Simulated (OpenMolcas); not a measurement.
# Ru³⁺ with 6 ligands (chloride): CASSCF and CASPT2 levels and susceptibility

Which state of Ru³⁺ lies lowest among these ligands, how large is the field, and what χT follows?

Method: state-averaged CASSCF and CASPT2, spin-orbit coupling by RASSI with atomic mean-field integrals. Code: OpenMolcas 26.06.

### Step 1. The atom as given

| Property | Result |
| --- | --- |
| Species | Ru³⁺ (ruthenium, Z = 44, 41 electrons) |
| Basis | ANO-RCC-VDZP [6s5p3d1f], 151 functions with the ligands |
| Scalar Hamiltonian | DKH2, point nucleus |
| Inactive shells | 1s 2s 2p 3s 3p 3d 4s 4p of the metal, and all ligand shells |
| Active space | 5 electrons in 5 orbitals (4d) |
| Some configurations of this space | 4d⁵ |
| Orbitals | optimised for each spin and parity, averaged over all roots |

The outer shells:

4d5
```
4d [↑ ][↑ ][↑ ][↑ ][↑ ]
```

Ru³⁺ is taken with 6 ligands (chloride) in tetragonal octahedron coordination (D4h) at 2.28 Å, the axial distance 2.303 Å. A charge of +0.5 e stands 2.8 Å behind each ligand. Ligand basis ANO-RCC-VDZP. The distances are assumed, not relaxed.

```xyz
7

Ru    0.0000    0.0000    0.0000
Cl    2.2800    0.0000    0.0000
Cl    0.0000    2.2800    0.0000
Cl   -2.2800    0.0000    0.0000
Cl    0.0000   -2.2800    0.0000
Cl    0.0000    0.0000    2.3028
Cl    0.0000    0.0000   -2.3028
```

Each step is its own input file, run in one work folder so that later steps find the files of earlier ones. Labels, J, g values, rates, χT and fits are worked out afterwards by a script from the matrices that RASSI stores. The input lists half of the charges; inversion (Group=XYZ) makes the rest.

### Step 2. GATEWAY and SEWARD: basis and integrals

a.inp reads:

```
&GATEWAY
Coord
7

Ru 0.0 0.0 0.0
Cl 2.280000 0.000000 0.000000
Cl 0.000000 2.280000 0.000000
Cl -2.280000 0.000000 0.000000
Cl 0.000000 -2.280000 0.000000
Cl 0.000000 0.000000 2.302800
Cl 0.000000 0.000000 -2.302800
Basis=Ru.ANO-RCC-VDZP,Cl.ANO-RCC-VDZP
Group=XYZ
NoMove
AngMom=0.0 0.0 0.0
AMFI
RICD
XField
3 Angstrom 0
5.080000 0.000000 0.000000 0.500000
0.000000 5.080000 0.000000 0.500000
0.000000 0.000000 5.102800 0.500000
&SEWARD
```

On the command line:

```console
$ OMP_NUM_THREADS=1 MOLCAS_MEM=2457 MOLCAS_PROJECT=a pymolcas a.inp > a.log
```

### Step 3. CASSCF: sextets of even parity, 1 root

a.inp reads:

```
&RASSCF
FileOrb=start.orb
Symmetry=1
Spin=6
nActEl=5 0 0
Inactive=36 36
Ras2=5 0
CIRoot=1 1 1
SDav=1
CIMx=300
Iter=150 100
PrWF=0.3
OrbListing=Nothing
MaxOrb=0
LevShft=1.0
>>> COPY $Project.JobIph JOB001
```

start.orb holds start orbitals that the driver prepared beforehand, or those of the step before.

### Step 4. Reference wave functions, quartets of even parity, 24 roots

a.inp reads:

```
&RASSCF
FileOrb=start.orb
Symmetry=1
Spin=4
nActEl=5 0 0
Inactive=36 36
Ras2=5 0
CIRoot=24 24 1
SDav=24
CIMx=300
Iter=150 100
PrWF=0.3
OrbListing=Nothing
MaxOrb=0
LevShft=1.0
>>> COPY $Project.JobIph JOB002
```

### Step 5. Reference wave functions, doublets of even parity, 75 roots

a.inp reads:

```
&RASSCF
FileOrb=start.orb
Symmetry=1
Spin=2
nActEl=5 0 0
Inactive=36 36
Ras2=5 0
CIRoot=75 75 1
SDav=75
CIMx=300
Iter=150 100
PrWF=0.3
OrbListing=Nothing
MaxOrb=0
LevShft=1.0
>>> COPY $Project.JobIph JOB003
```

### Step 6. RASSI: spin-orbit coupling between the states

a.inp reads:

```
&RASSI
NrOfJobIphs=3 1 24 75
1
1 2 3 4 5 6 7 8 9 10 11 12 13 14 15 16 17 18 19 20 21 22 23 24
1 2 3 4 5 6 7 8 9 10 11 12 13 14 15 16 17 18 19 20 21 22 23 24 25 26 27
28 29 30 31 32 33 34 35 36 37 38 39 40 41 42 43 44 45 46 47 48 49 50 51
52 53 54 55 56 57 58 59 60 61 62 63 64 65 66 67 68 69 70 71 72 73 74 75
IphNames
JOB001
JOB002
JOB003
EJob
SpinOrbit
DIPRint=1.0
SOCoupling=1000.0
Subsets=2
Property=9
'ANGMOM' 1 'ANGMOM' 2 'ANGMOM' 3 'MLTPL  1' 1 'MLTPL  1' 2 'MLTPL  1' 3
'AMFI' 1 'AMFI' 2 'AMFI' 3
SOProperty=3
'ANGMOM' 1 'ANGMOM' 2 'ANGMOM' 3
```

### Step 7. CASPT2: IPEA 0.25, imaginary shift 0.1 (closed shells correlated: 4s 4p of the metal, with ligand shells; the Frozen line counts the rest)

a.inp reads:

```
>>> COPY JOB001 $Project.JobIph
&CASPT2
Multistate=1 1
Frozen=23 21
IPEA=0.25
Imaginary=0.1
MaxIter=60
WThr=0.0 0.3 0.05
PrWF=0.5
NoMix
>>> COPY JOB002 $Project.JobIph
&CASPT2
Multistate=24 1 2 3 4 5 6 7 8 9 10 11 12 13 14 15 16 17 18 19 20 21 22
23 24
NoMult
Frozen=23 21
IPEA=0.25
Imaginary=0.1
MaxIter=60
WThr=0.0 0.3 0.05
PrWF=0.5
NoMix
>>> COPY JOB003 $Project.JobIph
&CASPT2
Multistate=75 1 2 3 4 5 6 7 8 9 10 11 12 13 14 15 16 17 18 19 20 21 22
23 24 25 26 27 28 29 30 31 32 33 34 35 36 37 38 39 40 41 42 43 44 45 46
47 48 49 50 51 52 53 54 55 56 57 58 59 60 61 62 63 64 65 66 67 68 69 70
71 72 73 74 75
NoMult
Frozen=23 21
IPEA=0.25
Imaginary=0.1
MaxIter=60
WThr=0.0 0.3 0.05
PrWF=0.5
NoMix
```

### Step 8. CASPT2: IPEA 0.25, imaginary shift 0.2 (closed shells correlated: 4s 4p of the metal, with ligand shells; the Frozen line counts the rest)

a.inp: that of step 7 with these lines changed.

```diff
@@ -5,3 +5,3 @@
 IPEA=0.25
-Imaginary=0.1
+Imaginary=0.2
 MaxIter=60
@@ -17,3 +17,3 @@
 IPEA=0.25
-Imaginary=0.1
+Imaginary=0.2
 MaxIter=60
@@ -31,3 +31,3 @@
 IPEA=0.25
-Imaginary=0.1
+Imaginary=0.2
 MaxIter=60
```

(Steps that only read results are left out.)

**Question.** What will these runs give? Wanted: spin-free ground state; first state of the same spin within the active space; lowest level; next level.

**Answer**, as computed:

```
                                            quantity                                                                                                                                          value
                                              method  SS-CASPT2, IPEA 0.25, imaginary shift 0.1 (closed shells correlated: 4s 4p of the metal, with ligand shells; the Frozen line counts the rest)
                              spin-free ground state                                                                                                            doublet, 1-fold in its orbital part
first state of the same spin within the active space                                                                                                                                 2E at 137 cm⁻¹
                                        lowest level                                                                                                                   2-fold, g = 1.85, 2.20, 2.20
                                          next level                                                                                                                                    1749.7 cm⁻¹
                                         χT at 300 K                                                                                                                                 0.60 cm³ K/mol
                           effective moment at 300 K                                                                                                                                        2.19 μB
```

Cost by method:

```csv
method,time of its own steps,time with the reference
A. CASSCF,50 s,50 s
"B. SS-CASPT2, IPEA 0.25, imaginary shift 0.1, +4s 4p",3.8 min,4.7 min
"C. SS-CASPT2, IPEA 0.25, imaginary shift 0.2, +4s 4p",3.7 min,4.6 min
```

Times are of one thread on a shared host.

In words: The spin-free ground state (doublet) is 1-fold and has less than the highest spin computed. χT at 300 K is 0.60, against 0.38 cm³ K/mol for the spin alone, so orbital moment adds to it. With metal d orbitals alone active, the gaps between spin states are rough; where two lie within a few thousand cm-1, their order is open.
